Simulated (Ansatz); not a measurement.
# LaTiO3: the cost of one run

Method: DFT PBEsol+U (U = 4 eV, J = 0.7 eV on Ti d), plane waves, PAW, no spin–orbit coupling unless a run says so, in Ansatz 0.2.0.

## 1. The starting structure

It takes space group Pm-3m (No. 221, cubic). The conventional cell has a = 3.920 Å, b = 3.920 Å, c = 3.920 Å, α = 90.00°, β = 90.00°, γ = 90.00°. La (site symmetry m-3m) has 12 O at 2.77 Å as nearest neighbours. Ti (site symmetry m-3m) is surrounded by 6 O at 1.96 Å. Around O (site symmetry 4/mmm) lie 2 Ti at 1.96 Å and 4 La at 2.77 Å.

Structure file:

```cif
data_structure
_symmetry_space_group_name_H-M 'P 1'
_symmetry_Int_Tables_number 1
_cell_length_a 3.9200
_cell_length_b 3.9200
_cell_length_c 3.9200
_cell_angle_alpha 90.000
_cell_angle_beta 90.000
_cell_angle_gamma 90.000
_cell_volume 60.24
loop_
_atom_site_label
_atom_site_type_symbol
_atom_site_fract_x
_atom_site_fract_y
_atom_site_fract_z
_atom_site_occupancy
La1 La 0.00000 0.00000 0.00000 1
Ti1 Ti 0.50000 0.50000 0.50000 1
O1 O 0.00000 0.50000 0.50000 1
O2 O 0.50000 0.50000 0.00000 1
O3 O 0.50000 0.00000 0.50000 1
```

Magnetic order typed: ferromagnetic.

## 2. From atoms, symmetry kept, no search

The input, input.yaml:

```yaml
crystal:
  lattice:
    - [3.9200046, 0.0, 0.0]
    - [0.0, 3.9200046, 0.0]
    - [0.0, 0.0, 3.9200046]
  atoms:
    - { symbol: La, position: [0.0, 0.0, 0.0] }
    - { symbol: Ti, position: [0.5, 0.5, 0.5], spin: 1.0 }
    - { symbol: O, position: [0.0, 0.5, 0.5] }
    - { symbol: O, position: [0.5, 0.5, 0.0] }
    - { symbol: O, position: [0.5, 0.0, 0.5] }
basis:
  ecutwfc: 420
  ecutrho_ratio: 4
kpoints:
  mp_grid: { grid: [5, 5, 5] }
hamiltonian:
  xc: pbesol
  hubbard: { sites: [{ site: 1, l: d, u: 4.0, j: 0.7 }] }
scf:
  occupations: { method: gaussian, width: 0.05 }
  lower_state_search: "off"
  max_iter: 150
output:
  forces: true
  stress: true
  eigenvalues: true
  populations: true
  hubbard: { sites: [{ site: 1, l: d }] }
magnetization:
  spin_polarized: true
```

Command:

```bash
> ansatz run input.yaml --threads 4 --pin off --max-ram 6144MiB --backend cpu --events-out ev --progress --plain --runs-dir out
```

Q: Estimate wall time and peak memory on 4 threads of Arm Neoverse V2, shared host.

About 1.7 s, with a peak of 0.4 GiB.
